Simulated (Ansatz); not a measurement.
# C₃H₄Ga radical: a ladder of functionals and wavefunction methods

One table from this session's results is given with a row withheld; the runs are named, their logs left out.

The runs use Ansatz 0.2.0, Gaussian basis; functionals in def2-TZVPP, the program's frozen cores in correlated methods.

Levels to be run: LDA (SPW92), PBE-D4, revPBE-D4, BLYP-D4, r2SCAN-D4, B97M-V, PBE0-D4, B3LYP-D4, r2SCANh-D4, r2SCAN0-D4, HSE06-D4, BHLYP-D4, CAM-B3LYP-D4, LC-ωPBE, ωB97X-V, ωB97M-V, B2PLYP, PBE-QIDH; CCSD(T)/def2-SVP; CCSD(T)/def2-TZVPP; MP2/def2-QZVPP; extrapolation to the limit; RPA on PBE.

## The geometry

An earlier PBE0-D4 in a triple-zeta def2 set relaxation fixed the geometry.

SMILES `C#[C][Ga][CH3]`, 8 atoms, charge 0, spin multiplicity 2.

Atoms are counted from 1 here; the program's logs count them from 0.

Bond lengths: C1–C2 1.212 Å, C1–H5 1.067 Å, C2–Ga3 1.937 Å, Ga3–C4 1.985 Å, C4–H6 1.093 Å, C4–H7 1.093 Å, C4–H8 1.088 Å. Angles: C2–C1–H5 179.2°, C1–C2–Ga3 173.6°, C2–Ga3–C4 118.5°, Ga3–C4–H6 108.1°, Ga3–C4–H7 108.0°, Ga3–C4–H8 112.8°, H6–C4–H7 108.4°, H6–C4–H8 109.7°, H7–C4–H8 109.7°.

Geometry (Å):

```xyz
8
charge 0, multiplicity 2
C     2.36758   -1.00167    0.96719
C     1.34408   -0.85606    0.33422
Ga   -0.24234   -0.80996   -0.77686
C    -1.49892    0.71280   -0.57079
H     3.26534   -1.11701    1.53135
H    -1.83304    0.73850    0.46988
H    -0.95025    1.63530   -0.77906
H    -2.36026    0.64101   -1.23172
```

The first run:

Input file in.yaml:

```yaml
crystal:
  periodic: [false, false, false]
  atoms:
    - {symbol: C, position_ang: [2.367583, -1.001668, 0.967187]}
    - {symbol: C, position_ang: [1.344078, -0.856061, 0.334216]}
    - {symbol: Ga, position_ang: [-0.242337, -0.809960, -0.776862]}
    - {symbol: C, position_ang: [-1.498918, 0.712798, -0.570788]}
    - {symbol: H, position_ang: [3.265339, -1.117012, 1.531352]}
    - {symbol: H, position_ang: [-1.833036, 0.738503, 0.469884]}
    - {symbol: H, position_ang: [-0.950246, 1.635296, -0.779063]}
    - {symbol: H, position_ang: [-2.360263, 0.641005, -1.231724]}
basis:
  gaussian: {orbitals: def2-TZVPP}
magnetization: {spin_polarized: true, initial_magnetization: 1}
hamiltonian: {xc: lda}
output: {orbitals: {seedname: orbitals}}
```

Command:

```
ansatz run in.yaml --threads 2 --pin off --events-out ev --progress --plain --max-ram 32768MiB --backend cpu
```

Steps of the session up to this table: LDA; PBE-D4 (GGA); revPBE-D4 (GGA); BLYP-D4 (GGA); r2SCAN-D4 (meta-GGA); B97M-V (meta-GGA); PBE0-D4 (hybrid); B3LYP-D4 (hybrid); r2SCANh-D4 (hybrid); r2SCAN0-D4 (hybrid); HSE06-D4 (hybrid); BHLYP-D4 (hybrid); CAM-B3LYP-D4 (range-separated); LC-ωPBE (range-separated); ωB97X-V (range-separated); ωB97M-V (range-separated); B2PLYP (double hybrid); PBE-QIDH (double hybrid).

One table of the session follows, with a row left open; its other results are not shown here.

It belongs to the step «Frontier levels by functional». 

| functional | HOMO (eV) | LUMO (eV) | gap (eV) |
| --- | --- | --- | --- |
| LDA (SPW92) | -4.51 | -3.61 | 0.90 |
| PBE-D4 | -4.45 | -3.27 | 1.18 |
| revPBE-D4 | -4.42 | -3.13 | 1.29 |
| BLYP-D4 | -4.26 | -3.32 | 0.94 |
| r2SCAN-D4 | -4.78 | -2.88 | 1.90 |
| B97M-V | -4.53 | -3.49 | 1.05 |
| PBE0-D4 | -5.47 | -2.35 | 3.11 |
| B3LYP-D4 | -5.23 | -2.78 | 2.44 |
| r2SCANh-D4 | -5.15 | -2.58 | 2.58 |
| r2SCAN0-D4 | -5.71 | -2.14 | 3.58 |
| HSE06-D4 | -5.08 | -2.73 | 2.35 |
| BHLYP-D4 | -6.31 | -1.63 | 4.68 |
| CAM-B3LYP-D4 | ? | ? | ? |
| LC-ωPBE | -8.02 | -0.09 | 7.93 |
| ωB97X-V | -7.53 | -0.50 | 7.03 |
| ωB97M-V | -7.42 | -0.69 | 6.73 |

**Question.** Estimate the row for CAM-B3LYP-D4.

As computed: HOMO (eV): -6.66; LUMO (eV): -1.55; gap (eV): 5.11. In the column «HOMO (eV)» it lies between ωB97M-V (-7.42) and BHLYP-D4 (-6.31).
